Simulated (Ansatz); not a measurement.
# CaLaAl4: the cost of one run

Method: DFT PBEsol, scalar-relativistic, plane waves, PAW, in Ansatz 0.2.0.

1 further run of the same task is left out (set aside as unsound or not needed). Runs told in other sessions of the task aren't counted.

**1. Starting point**

The cell holds 25 atoms (Al17Ca4La4): a = 8.003 Å, b = 8.003 Å, c = 8.003 Å, α = 90.00°, β = 90.00°, γ = 90.00°.

The coordinates of this cell stand in the input of its own run.

The host was relaxed before at PBEsol: a = 8.003 Å, b = 8.003 Å, c = 8.003 Å, α = 90.00°, β = 90.00°, γ = 90.00° (conventional cell), 21.360 Å³/atom.

Places, in fractions of the supercell: Al as an interstitial at (0.771, 0.417, 0.438). Its neighbours start displaced at random, with a spread of 0.05 Å in each coordinate.

**2. The perfect crystal in the supercell of 24 atoms**

The input, input.yaml:

```yaml
crystal:
  lattice:
    - [0.0, 0.0, -8.0033236972]
    - [0.0, 8.0033236972, 0.0]
    - [8.0033236972, 0.0, 0.0]
  atoms:
    - { symbol: Al, position: [0.1252603486, 0.6252603486, 0.8747396514] }
    - { symbol: Al, position: [0.1252603486, 0.1252603486, 0.3747396514] }
    - { symbol: Al, position: [0.6252603486, 0.6252603486, 0.3747396514] }
    - { symbol: Al, position: [0.6252603486, 0.1252603486, 0.8747396514] }
    - { symbol: Al, position: [0.8747396514, 0.3747396514, 0.8747396514] }
    - { symbol: Al, position: [0.8747396514, 0.8747396514, 0.3747396514] }
    - { symbol: Al, position: [0.3747396514, 0.3747396514, 0.3747396514] }
    - { symbol: Al, position: [0.3747396514, 0.8747396514, 0.8747396514] }
    - { symbol: Al, position: [0.8747396514, 0.6252603486, 0.1252603486] }
    - { symbol: Al, position: [0.8747396514, 0.1252603486, 0.6252603486] }
    - { symbol: Al, position: [0.3747396514, 0.6252603486, 0.6252603486] }
    - { symbol: Al, position: [0.3747396514, 0.1252603486, 0.1252603486] }
    - { symbol: Al, position: [0.1252603486, 0.3747396514, 0.1252603486] }
    - { symbol: Al, position: [0.1252603486, 0.8747396514, 0.6252603486] }
    - { symbol: Al, position: [0.6252603486, 0.3747396514, 0.6252603486] }
    - { symbol: Al, position: [0.6252603486, 0.8747396514, 0.1252603486] }
    - { symbol: Ca, position: [0.25, 0.25, 0.75] }
    - { symbol: Ca, position: [0.25, 0.75, 0.25] }
    - { symbol: Ca, position: [0.75, 0.25, 0.25] }
    - { symbol: Ca, position: [0.75, 0.75, 0.75] }
    - { symbol: La, position: [0.5, 0.5, 0.0] }
    - { symbol: La, position: [0.5, 0.0, 0.5] }
    - { symbol: La, position: [0.0, 0.5, 0.5] }
    - { symbol: La, position: [0.0, 0.0, 0.0] }
basis:
  ecutwfc: 420
  xc_grid: 2
kpoints:
  mp_grid: { grid: [3, 3, 3], shift: [0.0, 0.0, 0.0] }
hamiltonian:
  xc: pbesol
scf:
  occupations: { method: gaussian, width: 0.05 }
output:
  forces: true
  stress: true
  eigenvalues: true
  write_density: true
  write_potential: true
  elf: true
  volumetric_format: npy
```

Command:

```
ansatz run input.yaml --threads 8 --pin off --max-ram 14336MiB --backend cpu --events-out ev --progress --plain --runs-dir out
```

**Question.** How long does this run take on 8 threads of Arm Neoverse V2, shared host, and how much memory does it need?

About 3.7 s, with a peak of 1.2 GiB.
